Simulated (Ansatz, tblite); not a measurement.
# The cluster Li7H7: one state, many levels

Aim: run the singlet of the cluster Li7H7 at one geometry on many levels, and compare frontier levels, spin and run time.

Method: as each input shows; program: Ansatz 0.2.0, Gaussian basis.

Levels to be run: GFN1-xTB, PBE-D4/def2-TZVP, r2SCAN-D4/def2-TZVP, BHLYP-D4/def2-TZVP, r2SCANh-D4/def2-TZVP, ωB97M-V/def2-TZVP, revPBE-D4/def2-TZVP, CAM-B3LYP-D4/def2-TZVP, PBE-QIDH/def2-TZVP, LC-ωPBE/def2-TZVP, PBE-D4/def2-SVP, PBE0-D4/def2-SVP, HF/STO-3G, HF/6-31G, B3LYP-D4/6-31G, PBE0-D4/def2-TZVPD, PBE-D4/def2-TZVPD, r2SCAN-D4/def2-TZVPD, CCSD(T)/def2-TZVPP, MP2/def2-TZVP, RPA/def2-TZVP.

1 further run of the same task is left out (set aside as unsound or not needed). Runs told in other sessions of the task aren't counted.

## 1. The relaxed structure

The singlet was relaxed beforehand with PBE-D4/def2-TZVP. At that level it is the lowest of the isomers that a small search found.

14 atoms, charge 0, spin multiplicity 1.

Bond lengths: Li1–Li3 2.510 Å, Li1–Li4 2.976 Å, Li1–Li5 2.946 Å, Li1–Li6 2.532 Å, Li1–H8 1.768 Å, Li1–H10 1.906 Å, Li1–H13 1.744 Å, Li2–Li5 2.560 Å, Li2–Li7 2.729 Å, Li2–H9 1.805 Å, Li2–H11 1.735 Å, Li3–Li4 2.467 Å, Li3–H8 1.841 Å, Li3–H10 1.791 Å, Li3–H12 1.780 Å, Li4–Li5 3.024 Å, Li4–Li7 3.032 Å, Li4–H8 1.803 Å and more. Angles: Li3–Li1–Li4 52.6°, Li3–Li1–Li5 97.9°, Li3–Li1–Li6 79.9°, Li3–Li1–H8 47.1°, Li3–Li1–H10 45.3°, Li3–Li1–H13 122.2°, Li4–Li1–Li5 61.4°, Li4–Li1–Li6 87.1°, Li4–Li1–H8 33.9°, Li4–Li1–H10 85.9°, Li4–Li1–H13 94.5°, Li5–Li1–Li6 52.6°, Li5–Li1–H8 94.5°, Li5–Li1–H10 91.6°, Li5–Li1–H13 33.1°, Li6–Li1–H8 114.9°, Li6–Li1–H10 45.7°, Li6–Li1–H13 48.8° and more.

As a file:

```mol
H7Li7
  3D, bonds by distance, orders not assigned

 14 28  0  0  0  0  0  0  0  0999 V2000
   -1.9325    1.1035    0.8838 Li  0  0
    1.0369   -1.7553   -0.7099 Li  0  0
    0.1333    2.1376   -0.0982 Li  0  0
    0.8980    0.4145    1.4931 Li  0  0
   -1.0981   -1.7155    0.7022 Li  0  0
   -1.6896   -0.2967   -1.2113 Li  0  0
    2.6742    0.4130   -0.9643 Li  0  0
   -0.4089    1.6532    1.5928 H   0  0
   -0.7263   -1.7998   -1.0926 H   0  0
   -1.3211    1.4530   -0.8877 H   0  0
    2.4891   -1.1665   -1.4554 H   0  0
    1.7413    1.3961    0.0871 H   0  0
   -2.4033   -0.5397    0.5399 H   0  0
    0.6070   -1.2974    1.1205 H   0  0
  1  3  8  0
  1  4  8  0
  1  5  8  0
  1  6  8  0
  1  8  8  0
  1 10  8  0
  1 13  8  0
  2  5  8  0
  2  7  8  0
  2  9  8  0
  2 11  8  0
  3  4  8  0
  3  8  8  0
  3 10  8  0
  3 12  8  0
  4  5  8  0
  4  7  8  0
  4  8  8  0
  4 14  8  0
  5  6  8  0
  5  9  8  0
  5 13  8  0
  5 14  8  0
  6  9  8  0
  6 10  8  0
  6 13  8  0
  7 11  8  0
  7 12  8  0
M  END
```

PBE0-D4/def2-TZVP was run before; its log isn't repeated, and its numbers join the tables.

## 2. GFN1-xTB

Tight binding, by tblite at 300 K electronic temperature and without a spin-polarisation term:

```python
tblite.interface.Calculator('GFN1-xTB', numbers, positions, charge=0, uhf=0).singlepoint()
```

Energy -181.2892 eV, HOMO -11.90 eV, LUMO -7.45 eV; 0.007 s.

## 3. PBE-D4/def2-TZVP

start.molden holds the orbitals of an earlier run on this state, given as this run's starting guess.

in.yaml reads:

```yaml
crystal:
  periodic: [false, false, false]
  atoms:
    - {symbol: Li, position_ang: [-1.932540, 1.103495, 0.883847]}
    - {symbol: Li, position_ang: [1.036948, -1.755261, -0.709891]}
    - {symbol: Li, position_ang: [0.133273, 2.137618, -0.098218]}
    - {symbol: Li, position_ang: [0.897982, 0.414497, 1.493056]}
    - {symbol: Li, position_ang: [-1.098116, -1.715534, 0.702223]}
    - {symbol: Li, position_ang: [-1.689553, -0.296730, -1.211332]}
    - {symbol: Li, position_ang: [2.674183, 0.412983, -0.964293]}
    - {symbol: H, position_ang: [-0.408895, 1.653230, 1.592831]}
    - {symbol: H, position_ang: [-0.726302, -1.799805, -1.092595]}
    - {symbol: H, position_ang: [-1.321144, 1.453043, -0.887729]}
    - {symbol: H, position_ang: [2.489107, -1.166539, -1.455354]}
    - {symbol: H, position_ang: [1.741262, 1.396091, 0.087074]}
    - {symbol: H, position_ang: [-2.403258, -0.539729, 0.539853]}
    - {symbol: H, position_ang: [0.607043, -1.297369, 1.120528]}
basis:
  gaussian: {orbitals: def2-TZVP, initial_orbitals: start.molden}
hamiltonian: {xc: pbe, dispersion: d4}
scf: {omitted_lower_state_checks: [starts]}
output: {orbitals: {seedname: orbitals}}
```

The run is started by

```console
$ ansatz run in.yaml --threads 4 --pin off --events-out ev --progress --plain --max-ram 3916MiB
```

The runs that follow: r2SCAN-D4/def2-TZVP; BHLYP-D4/def2-TZVP; r2SCANh-D4/def2-TZVP; ωB97M-V/def2-TZVP; revPBE-D4/def2-TZVP; CAM-B3LYP-D4/def2-TZVP; PBE-QIDH/def2-TZVP; LC-ωPBE/def2-TZVP; PBE-D4/def2-SVP; PBE0-D4/def2-SVP; HF/STO-3G; HF/6-31G; B3LYP-D4/6-31G; PBE0-D4/def2-TZVPD; PBE-D4/def2-TZVPD; r2SCAN-D4/def2-TZVPD; CCSD(T)/def2-TZVPP; MP2/def2-TZVP; RPA/def2-TZVP.

Q: Predict the results of all the runs planned. Wanted: gap in def2-TZVP, named functionals, smallest and largest; correlation energy, CCSD(T)/def2-TZVPP; correlation energy, MP2/def2-TZVP; binding an atom, CCSD(T)/def2-TZVPP; PBE0 total energy, smallest basis above largest.

**Answer**, as computed:

| quantity | value |
| --- | --- |
| gap in def2-TZVP, named functionals, smallest and largest | 3.86 eV (PBE-D4), 9.84 eV (LC-ωPBE) |
| correlation energy, CCSD(T)/def2-TZVPP | -14.14 eV |
| correlation energy, MP2/def2-TZVP | -10.45 eV |
| binding an atom, CCSD(T)/def2-TZVPP | 2.069 eV |
| PBE0 total energy, smallest basis above largest | 1.25 eV (def2-SVP, def2-TZVPD) |

**Reading.** Over the named functionals in def2-TZVP the gap runs from 3.86 eV (PBE-D4) to 9.84 eV (LC-ωPBE); exact exchange widens it. A small miss in a minimal or small basis is a cancelling of errors, not accuracy. The functionals in def2-TZVP miss CCSD(T)/def2-TZVPP by -0.074 (revPBE-D4) to +0.079 eV (ωB97M-V) an atom. CCSD(T)/def2-TZVPP isn't at the basis-set limit; small misses against it rank nothing.
